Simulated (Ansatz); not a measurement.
Geometry optimisation, Ansatz, DFT PBE-D3(BJ), scalar-relativistic, plane waves, PAW.

Input file:

```yaml
crystal:
  lattice:
    - [6.32, 0.0, 0.0]
    - [0.0, 6.32, 0.0]
    - [0.0, 0.0, 6.32]
  atoms:
    - { symbol: W, position: [-0.25, 0.25, 0.25] }
    - { symbol: W, position: [0.5, 0.0, 0.0] }
    - { symbol: W, position: [0.0, 0.5, 0.0] }
    - { symbol: W, position: [0.0, 0.0, 0.5] }
    - { symbol: W, position: [0.25, 0.25, 0.25] }
    - { symbol: W, position: [0.5, 0.5, 0.0] }
    - { symbol: W, position: [0.5, 0.0, 0.5] }
    - { symbol: W, position: [0.0, 0.5, 0.5] }
    - { symbol: W, position: [0.25, 0.75, 0.25] }
    - { symbol: W, position: [0.25, 0.25, 0.75] }
    - { symbol: W, position: [0.5, 0.5, 0.5] }
    - { symbol: W, position: [0.75, 0.75, 0.25] }
    - { symbol: W, position: [0.75, 0.25, 0.75] }
    - { symbol: W, position: [0.25, 0.75, 0.75] }
    - { symbol: W, position: [0.75, 0.75, 0.75] }
basis:
  ecutwfc: 420.0
kpoints:
  mp_grid: { grid: [3, 3, 3] }
hamiltonian:
  xc: pbe
  dispersion: d3bj
  pseudopotentials: { kind: paw, azcp: { folder: soft_1 } }
scf:
  occupations: { method: gaussian, width: 0.05 }
  lower_state_search: "off"
relax:
  f_tol: 0.03
  max_steps: 60
  adjacent_minimum: "off"
```

Run as:

```bash
$ ansatz run input.yaml --threads 4 --pin off --max-ram 10240MiB --backend cpu --events-out ev --progress --plain --runs-dir out
```

Where does it end, and by what steps?

The run converged. Limits of this set-up: coarse k mesh. After 2 steps the energy has fallen by 0.072 eV; W1 moved furthest, 0.03 Å.

```
step  energy less start (eV)  largest force component (eV/Å)  accepted
   0                  0.0000                           0.354       yes
   1                  0.8000                           1.157        no
   2                 -0.0718                           0.008       yes
```

```xyz
15
Lattice="6.3200 0.0000 0.0000 0.0000 6.3200 0.0000 0.0000 0.0000 6.3200" Properties=species:S:1:pos:R:3
W -1.563 1.563 1.563
W 3.160 0.000 0.000
W 0.000 3.160 0.000
W 0.000 0.000 3.160
W 1.563 1.563 1.563
W 3.160 3.160 0.000
W 3.160 0.000 3.160
W 0.000 3.160 3.160
W 1.563 4.757 1.563
W 1.563 1.563 4.757
W 3.160 3.160 3.160
W 4.757 4.757 1.563
W 4.757 1.563 4.757
W 1.563 4.757 4.757
W 4.757 4.757 4.757
```

Whether the end is a true minimum wasn't checked by a vibrational analysis.

Run time: 3.9 s on 4 threads of Arm Neoverse V2, with other jobs on the host, peak memory 0.8 GiB.
